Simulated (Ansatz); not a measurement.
# H6OSeSi2: a ladder of functionals and wavefunction methods

The task here is to estimate one member of a computed series from the others.

Program: Ansatz 0.2.0, Gaussian basis. Level of theory: functionals in def2-TZVPP, the program's frozen cores in correlated methods. These are calculated values, not measurements.

The runs, in order: PBE-D4, r2SCAN-D4, PBE0-D4, B3LYP-D4, ωB97X-V, ωB97M-V, B2PLYP; CCSD(T)/def2-TZVPP; MP2/def2-QZVPP; extrapolation to the limit.

### The relaxed structure

An earlier PBE0-D4 in a triple-zeta def2 set relaxation fixed the geometry.

SMILES `O[SiH2][Se][SiH3]`, 10 atoms, charge 0, spin multiplicity 1.

Atoms are counted from 1 here; the program's logs count them from 0.

Bond lengths: O1–Si2 1.640 Å, O1–H5 0.959 Å, Si2–Se3 2.280 Å, Si2–H6 1.477 Å, Si2–H7 1.488 Å, Se3–Si4 2.278 Å, Si4–H8 1.483 Å, Si4–H9 1.483 Å, Si4–H10 1.486 Å. Angles: Si2–O1–H5 117.7°, O1–Si2–Se3 112.7°, O1–Si2–H6 105.6°, O1–Si2–H7 111.7°, Se3–Si2–H6 108.8°, Se3–Si2–H7 106.8°, H6–Si2–H7 111.4°, Si2–Se3–Si4 93.9°, Se3–Si4–H8 111.3°, Se3–Si4–H9 106.5°, Se3–Si4–H10 110.6°, H8–Si4–H9 110.0°, H8–Si4–H10 108.9°, H9–Si4–H10 109.6°.

The first run:

in.yaml reads:

```yaml
crystal:
  periodic: [false, false, false]
  atoms:
    - {symbol: O, position_ang: [-1.192349, 1.963704, -0.912860]}
    - {symbol: Si, position_ang: [0.275160, 1.419355, -0.422672]}
    - {symbol: Se, position_ang: [0.195606, 0.381139, 1.605415]}
    - {symbol: Si, position_ang: [0.198294, -1.712023, 0.706213]}
    - {symbol: H, position_ang: [-1.932458, 1.356437, -0.862044]}
    - {symbol: H, position_ang: [1.126093, 2.621532, -0.308621]}
    - {symbol: H, position_ang: [0.846599, 0.439531, -1.385115]}
    - {symbol: H, position_ang: [1.513546, -2.037582, 0.102236]}
    - {symbol: H, position_ang: [-0.094218, -2.649568, 1.817690]}
    - {symbol: H, position_ang: [-0.853072, -1.833723, -0.337242]}
basis:
  gaussian: {orbitals: def2-TZVPP}
hamiltonian: {xc: pbe, dispersion: d4}
output: {forces: true, orbitals: {seedname: orbitals}}
```

On the command line:

```sh
$ ansatz run in.yaml --threads 4 --pin off --events-out ev --progress --plain --max-ram 10444MiB
```

Steps of the session up to this table: PBE-D4 (GGA); r2SCAN-D4 (meta-GGA); PBE0-D4 (hybrid); B3LYP-D4 (hybrid); ωB97X-V (range-separated); ωB97M-V (range-separated); B2PLYP (double hybrid); CCSD(T) in def2-TZVPP; MP2 in def2-QZVPP.

One table of the session follows, with a row left open; its other results are not shown here.

```
            method  atomisation energy (kcal/mol)
            PBE-D4                              ?
         r2SCAN-D4                          755.2
           PBE0-D4                          743.8
          B3LYP-D4                          750.9
           ωB97X-V                          759.7
           ωB97M-V                          754.2
            B2PLYP                          742.2
     HF/def2-TZVPP                          553.0
    MP2/def2-TZVPP                          740.9
   CCSD/def2-TZVPP                          726.3
CCSD(T)/def2-TZVPP                          735.8
           MP2/CBS                          765.2
       CCSD(T)/CBS                          760.1
```

**Question.** Estimate the row for PBE-D4.

**Answer.** atomisation energy (kcal/mol): 750.7. In the column «atomisation energy (kcal/mol)» it lies between PBE0-D4 (743.8) and B3LYP-D4 (750.9).

Caveats from the session: Free atoms (1 O, 2 Si, 1 Se, 6 H) were run apart at each level; the atomisation energy is their sum less the molecule, without zero-point or spin-orbit terms.
